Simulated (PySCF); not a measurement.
# C9H6O: the cost of one run

Computed with PySCF 2.14.0 and routines of our own; the level stands in each step. Atoms count from 0.

## Step 1: The system as given

16 atoms, charge 0, multiplicity 1; geometry from: GFN2-xTB.

## Step 2: Vibronic structure: TDA PBE/def2-SVP

What the job is given:

```
{"job": {"kind": "vib", "xc": "PBE", "basis": "def2-SVP", "tda": true}, "charge": 0, "multiplicity": 1}
C      3.776970     0.143743    -0.832499
C      2.604799     0.098317    -0.575128
C      1.224881     0.046148    -0.270459
C      0.380670    -0.805401    -0.988903
C     -0.963857    -0.854032    -0.690406
C     -1.489226    -0.056102     0.327529
C     -2.917912    -0.101389     0.649773
O     -3.461247     0.547857     1.507575
C     -0.641297     0.793678     1.042848
C      0.702910     0.846594     0.749791
H      4.801016     0.184519    -1.057679
H      0.793685    -1.419793    -1.775648
H     -1.620353    -1.510800    -1.243569
H     -3.494538    -0.809026     0.019526
H     -1.066604     1.402932     1.826330
H      1.362502     1.501700     1.299508
```

With the program's defaults for keys left out, this is: TDA PBE/def2-SVP vertical-gradient vibronic structure (displaced harmonic oscillators, Condon), gas phase.

The run is started by

```sh
> OMP_NUM_THREADS=1 python excited_run.py task.json out
```

The driver reads the jobs from task.json and runs them one after another.

**Question.** How long does this first job take on 1 thread of Arm Neoverse N1, shared host, and how much memory does it need?

About 80 s, with a peak of 0.98 GiB.
